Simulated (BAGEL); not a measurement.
# CH4BClS (SMILES CSBCl): HF/3-21G (density fitting with qzvpp-jkfit)

Aim: the vertical ionisation energy of CH4BClS at HF/3-21G (density fitting with qzvpp-jkfit), from 2 runs. 

The results are computed with BAGEL 1.2.2.

### Step 1. The molecule

CH4BClS has 8 atoms, charge 0, and is taken as a singlet. SMILES: `CSBCl`. The shape is that of a PBE0-D4/def2-TZVP optimisation. This is one conformer, not always the lowest.

Bond lengths: C1–S2 1.810 Å, S2–B3 1.766 Å, B3–Cl4 1.749 Å, C1–H5 1.088 Å, C1–H6 1.089 Å, C1–H7 1.089 Å, B3–H8 1.191 Å. Angles: C1–S2–B3 103.2°, S2–B3–Cl4 119.0°, S2–C1–H5 110.2°, S2–C1–H6 109.0°, S2–C1–H7 109.0°, S2–B3–H8 121.7°, Cl4–B3–H8 119.3°, H5–C1–H6 109.7°, H5–C1–H7 109.7°, H6–C1–H7 109.3°.

### Step 2. The energy at HF/3-21G (density fitting with qzvpp-jkfit)

File input.json:

```json
{ "bagel" : [

{
  "title" : "molecule",
  "basis" : "3-21g",
  "df_basis" : "qzvpp-jkfit",
  "angstrom" : true,
  "geometry" : [
    { "atom" : "C", "xyz" : [   -0.471000,    1.184200,    0.216300 ] },
    { "atom" : "S", "xyz" : [    0.979400,    0.341100,   -0.461900 ] },
    { "atom" : "B", "xyz" : [    0.578900,   -1.367600,   -0.269600 ] },
    { "atom" : "Cl", "xyz" : [    1.728300,   -2.572200,   -0.805600 ] },
    { "atom" : "H", "xyz" : [   -1.201900,    0.455300,    0.560900 ] },
    { "atom" : "H", "xyz" : [   -0.157800,    1.812600,    1.049100 ] },
    { "atom" : "H", "xyz" : [   -0.912200,    1.808700,   -0.559500 ] },
    { "atom" : "H", "xyz" : [   -0.451500,   -1.719100,    0.214500 ] }
  ]
},
{
  "title" : "hf"
},
{
  "title" : "print",
  "file" : "orbitals.molden",
  "orbitals" : true
}

]}
```

On the command line:

```
$ BAGEL_NUM_THREADS=1 BAGEL input.json > input.out
```

The program printed:

```text
* using 1 threads per process

  ===============================================================
  ===============================================================

  *** Geometry ***

  { "atom" : "C", "xyz" : [     -0.890061,      2.237814,      0.408748 ] },
  { "atom" : "S", "xyz" : [      1.850798,      0.644586,     -0.872864 ] },
  { "atom" : "B", "xyz" : [      1.093962,     -2.584389,     -0.509470 ] },
  { "atom" : "Cl", "xyz" : [      3.266014,     -4.860754,     -1.522363 ] },
  { "atom" : "H", "xyz" : [     -2.271262,      0.860392,      1.059947 ] },
  { "atom" : "H", "xyz" : [     -0.298199,      3.425318,      1.982512 ] },
  { "atom" : "H", "xyz" : [     -1.723808,      3.417948,     -1.057302 ] },
  { "atom" : "H", "xyz" : [     -0.853211,     -3.248628,      0.405346 ] },

  Number of auxiliary basis functions:      478

  Since a DF basis is specified, we compute 2- and 3-index integrals:
    o Being stored without compression. Storage requirement is 0.010 GB

  Number of basis functions:       52
  Number of electrons      :       48

    * METHOD: MOLECULE                             0.14

  *** RHF ***

  === Nuclear Repulsion ===
   181.9136159432

      * DIIS with orbital gradients will be used.

  === RHF iteration (3-21g) ===
      0       -917.37056887          0.01194256           0.03
      1       -917.41928738          0.00403271           0.03
      2       -917.42500281          0.00119614           0.03
      3       -917.42563052          0.00013176           0.03
      4       -917.42564338          0.00004118           0.03
      5       -917.42564445          0.00001311           0.03
      6       -917.42564460          0.00000432           0.03
      7       -917.42564462          0.00000086           0.03
      8       -917.42564462          0.00000032           0.03
      9       -917.42564462          0.00000011           0.03
     10       -917.42564462          0.00000003           0.03
     11       -917.42564462          0.00000001           0.03
     12       -917.42564462          0.00000000           0.03
    * SCF iteration converged.

    * Permanent dipole moment:
           (    1.068849,    -0.674389,    -0.499654) a.u.

    * METHOD: HF                                   0.46

    * METHOD: PRINT                                0.01

  ===============================================================
```

Run time: 0.72 s. Hardware: 1 thread of Arm Neoverse V2, shared host.

### Step 3. The doublet cation at the same level

Edit input.json of step 2 so:

```diff
@@ -19,3 +19,5 @@
 {
-  "title" : "hf"
+  "title" : "uhf",
+  "charge" : 1,
+  "nopen" : 1
 },
```

On the command line:

```
$ BAGEL_NUM_THREADS=1 BAGEL input.json > input.out
```

The program printed:

```text
* using 1 threads per process

  ===============================================================
  ===============================================================

  *** Geometry ***

  { "atom" : "C", "xyz" : [     -0.890061,      2.237814,      0.408748 ] },
  { "atom" : "S", "xyz" : [      1.850798,      0.644586,     -0.872864 ] },
  { "atom" : "B", "xyz" : [      1.093962,     -2.584389,     -0.509470 ] },
  { "atom" : "Cl", "xyz" : [      3.266014,     -4.860754,     -1.522363 ] },
  { "atom" : "H", "xyz" : [     -2.271262,      0.860392,      1.059947 ] },
  { "atom" : "H", "xyz" : [     -0.298199,      3.425318,      1.982512 ] },
  { "atom" : "H", "xyz" : [     -1.723808,      3.417948,     -1.057302 ] },
  { "atom" : "H", "xyz" : [     -0.853211,     -3.248628,      0.405346 ] },

  Number of auxiliary basis functions:      478

  Since a DF basis is specified, we compute 2- and 3-index integrals:
    o Being stored without compression. Storage requirement is 0.010 GB

  Number of basis functions:       52
  Number of electrons      :       48

    * METHOD: MOLECULE                             0.14

  *** Open-shell HF ***

  === Nuclear Repulsion ===
   181.9136159432

      * DIIS with orbital gradients will be used.

  === UHF iteration (3-21g) ===
      0       -916.97502168          0.02764565           0.06
      1       -917.06081222          0.01140116           0.06
      2       -917.07454798          0.00532375           0.06
      3       -917.07808841          0.00146308           0.06
      4       -917.07887084          0.00040709           0.06
      5       -917.07895626          0.00011534           0.06
      6       -917.07896848          0.00001644           0.06
      7       -917.07897060          0.00000457           0.06
      8       -917.07897150          0.00000219           0.06
      9       -917.07897188          0.00000132           0.06
     10       -917.07897209          0.00000080           0.06
     11       -917.07897217          0.00000030           0.06
     12       -917.07897218          0.00000013           0.06
     13       -917.07897218          0.00000007           0.06
     14       -917.07897218          0.00000004           0.06
     15       -917.07897218          0.00000002           0.06
     16       -917.07897218          0.00000001           0.06
     17       -917.07897218          0.00000001           0.06
    * SCF iteration converged.

    * S^2 (UHF) is 0.7596

    * Permanent dipole moment:
           (    1.310401,    -1.766638,    -0.610167) a.u.

    * METHOD: UHF                                  1.14

    * METHOD: PRINT                                0.01

  ===============================================================
```

It took 1.4 s on 1 thread of Arm Neoverse V2, shared host.

### Step 4. Outcome

At HF/3-21G (density fitting with qzvpp-jkfit):

```
                                          quantity          value
                     singlet CH4BClS: total energy  -917.42564 Eh
                    singlet CH4BClS: dipole moment         3.45 D
                      singlet CH4BClS: HOMO energy      -10.62 eV
                      singlet CH4BClS: LUMO energy        2.39 eV
                    singlet CH4BClS: HOMO–LUMO gap       13.01 eV
                      doublet cation: total energy  -917.07897 Eh
                              doublet cation: ⟨S²⟩          0.760
vertical ionisation energy (to the doublet cation)       9.433 eV
```

**Reading.** The vertical ionisation energy comes to 9.43 eV (218 kcal/mol). −ε(HOMO) before ionisation, 10.62 eV, is 1.19 eV above this ionisation energy.
